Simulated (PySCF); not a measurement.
# CH7ClGeO2Si2: the cost of one run

Programs: PySCF 2.14.0. All values are calculated, for the isolated system unless a continuum is named. Atoms count from 0, parts from 1.

## Step 1: The system as given

Each species was relaxed by itself at GFN2-xTB.

## Step 2: Energies of the species: PBE0-D3(BJ)/def2-SVPD

The job: settings as JSON, then the geometry in Å.

```
{"job": {"kind": "react", "xc": "PBE0", "basis": "def2-SVPD", "disp": "d3bj"}, "charge": 0, "multiplicity": 1}
-1 ClGeH7Si2 charge 0 multiplicity 1
Si     0.142400     1.818180    -0.893650
Si     0.896670    -0.163450     0.070100
Cl     1.934180    -1.294180    -1.270980
Ge    -0.814690    -1.548250     0.890130
H      1.070960     2.925210    -0.654560
H     -1.146150     2.193590    -0.303480
H     -0.048650     1.720950    -2.342290
H      1.847480     0.063400     1.167710
H     -0.413540    -2.900890     1.398380
H     -1.895900    -1.861090    -0.101850
H     -1.572770    -0.953470     2.040480

-1 CO2 charge 0 multiplicity 1
O     -1.143570    -0.002500    -0.011490
C     -0.000010     0.000000     0.000000
O      1.143580     0.002500     0.011490

+1 CH7ClGeO2Si2 charge 0 multiplicity 1
O     -1.827290     0.030260     1.640130
C     -1.169430    -0.970870     1.684700
O     -0.059860    -1.184840     1.047170
Si     0.743430    -0.024450     0.093250
Si     0.953820    -1.220100    -1.897700
Cl     2.484390     0.149130     1.122250
Ge    -0.466930     1.979940     0.280950
H     -1.465030    -1.846380     2.290710
H      1.868270    -0.518580    -2.800210
H     -0.341860    -1.343530    -2.576550
H      1.468980    -2.579160    -1.706090
H      0.272350     3.077000    -0.453210
H     -1.801420     1.927930    -0.382810
H     -0.659430     2.523650     1.657400
```

Method: PBE0-D3(BJ)/def2-SVPD reaction energy of separated species, gas phase.

Started as:

```
OMP_NUM_THREADS=1 python cluster_run.py task.json out
```

One launch serves the whole session: the jobs run in the order shown.

**Question.** How long does this first job take on 1 thread of Arm Neoverse V1, shared host, and how much memory does it need?

About 35 s, with a peak of 0.77 GiB.
